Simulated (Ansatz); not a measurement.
Set up this calculation in Ansatz 0.2.0, as the native input.

- Task: density of states
- Functional: PBEsol
- Potentials or basis: all-electron PAW datasets made for the crystal
- Cutoff: 220 eV (chosen from the basis error)
- k mesh: 6 × 6 × 6
- Occupations: fermi-dirac, width 0.05 eV
- Spin: no spin polarisation

The system is Ga3Se.

```
Se Ga
1.0
     4.43246    0.00000    0.00000
     0.00000    4.43246    0.00000
     0.00000    0.00000    4.43246
Se Ga
1 3
Direct
  0.00000 0.00000 0.00000
  0.50000 0.50000 0.00000
  0.50000 0.00000 0.50000
  0.00000 0.50000 0.50000
```

The cell comes from a database or a generator and needn't be the stable form of this composition.

These files were run (other wordings do the same):

input.yaml

```yaml
crystal:
  lattice:
    - [4.432465, 0.0, 0.0]
    - [0.0, 4.432465, 0.0]
    - [0.0, 0.0, 4.432465]
  atoms:
    - { symbol: Se, position: [0.0, 0.0, 0.0] }
    - { symbol: Ga, position: [0.5, 0.5, 0.0] }
    - { symbol: Ga, position: [0.5, 0.0, 0.5] }
    - { symbol: Ga, position: [0.0, 0.5, 0.5] }
kpoints:
  mp_grid: { grid: [6, 6, 6] }
scf:
  occupations: { method: fermi_dirac, width: 0.05 }
hamiltonian:
  xc: pbesol
  pseudopotentials: { kind: all_electron, datasets: crystal }
output:
  forces: true
  stress: true
  eigenvalues: true
  dos: { projected: false, de: 0.2, e_range: [-14, 6] }
```

Potentials or basis: all-electron PAW datasets made for the crystal.

Run with:

```sh
$ ansatz run input.yaml --threads 2 --pin off --max-ram 8192MiB --backend cpu --events-out ev --progress --plain --runs-dir out
```

It gave:

```json
{
  "Pressure": "-3.6 GPa",
  "Band gap on the k mesh": "none (metal or under the smearing width)"
}
```

Caveat: the program warned that the printed levels may be off, so bands, gaps and densities of states are rough.

It took 3.8 s on 2 threads of Arm Neoverse V2, on a shared host, peak memory 0.46 GiB.
